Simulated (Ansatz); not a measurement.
# C2H4BN: the cost of one run

Method: unrestricted cation, the program's frozen cores in correlated methods; program: Ansatz 0.2.0, Gaussian basis.

Plan: UKS PBE-D4/def2-TZVPP; UKS r2SCAN-D4/def2-TZVPP; UKS PBE0-D4/def2-TZVPP; UKS B3LYP-D4/def2-TZVPP; UKS wB97X-V/def2-TZVPP; UKS wB97M-V/def2-TZVPP; UKS B2PLYP/def2-TZVPP; UHF-MP2/def2-TZVPP; UHF-MP2/def2-QZVPP; then −ε(HOMO) from the neutral's earlier runs with LDA (SPW92), PBE-D4, revPBE-D4, BLYP-D4, r2SCAN-D4, B97M-V, PBE0-D4, B3LYP-D4, r2SCANh-D4, r2SCAN0-D4, HSE06-D4, BHLYP-D4, CAM-B3LYP-D4, LC-ωPBE, ωB97X-V, ωB97M-V.

1 further run of the same task is left out (it didn't finish).

### Step 1. The relaxed structure

The geometry comes from an earlier relaxation with PBE0-D4 in a triple-zeta def2 set; it is a stationary point, not always the lowest conformer.

8 atoms, charge 0, spin multiplicity 1.

Atoms are counted from 1 here; the program's logs count them from 0.

Bond lengths: N1–C2 1.173 Å, N1–H5 1.003 Å, C2–B3 1.501 Å, B3–C4 1.447 Å, B3–H6 1.195 Å, C4–H7 1.087 Å, C4–H8 1.087 Å. Angles: C2–N1–H5 143.7°, N1–C2–B3 176.0°, C2–B3–C4 112.4°, C2–B3–H6 117.8°, C4–B3–H6 129.7°, B3–C4–H7 122.8°, B3–C4–H8 123.5°, H7–C4–H8 113.6°.

Geometry (Å):

```mol
C2H4BN
  3D, bonds by distance, orders not assigned

  8  7  0  0  0  0  0  0  0  0999 V2000
   -1.0219    1.7487   -0.5457 N   0  0
   -0.2411    0.9671   -0.1507 C   0  0
    0.6937   -0.0502    0.4353 B   0  0
    0.2194   -1.4050    0.2536 C   0  0
   -1.3119    2.2630   -1.3564 H   0  0
    1.6995    0.3454    0.9461 H   0  0
    0.7766   -2.2750    0.5916 H   0  0
   -0.7222   -1.6513   -0.2296 H   0  0
  1  2  8  0
  1  5  8  0
  2  3  8  0
  3  4  8  0
  3  6  8  0
  4  7  8  0
  4  8  8  0
M  END
```

### Step 2. Cation, UKS PBE-D4/def2-TZVPP

Contents of in.yaml:

```yaml
crystal:
  periodic: [false, false, false]
  atoms:
    - {symbol: N, position_ang: [-1.021905, 1.748706, -0.545711]}
    - {symbol: C, position_ang: [-0.241113, 0.967144, -0.150701]}
    - {symbol: B, position_ang: [0.693741, -0.050216, 0.435280]}
    - {symbol: C, position_ang: [0.219367, -1.404973, 0.253611]}
    - {symbol: H, position_ang: [-1.311857, 2.263007, -1.356388]}
    - {symbol: H, position_ang: [1.699456, 0.345411, 0.946123]}
    - {symbol: H, position_ang: [0.776648, -2.274950, 0.591550]}
    - {symbol: H, position_ang: [-0.722238, -1.651328, -0.229563]}
basis:
  gaussian: {orbitals: def2-TZVPP}
total_charge: 1
magnetization: {spin_polarized: true, initial_magnetization: 1}
hamiltonian: {xc: pbe, dispersion: d4}
```

The run is started by

```console
$ ansatz run in.yaml --threads 2 --pin off --events-out ev --progress --plain --max-ram 4352MiB
```

**Question.** How long does this run take on 2 threads of Arm Neoverse V1, shared host, and how much memory does it need?

About 3.3 s, with a peak of 0.37 GiB.
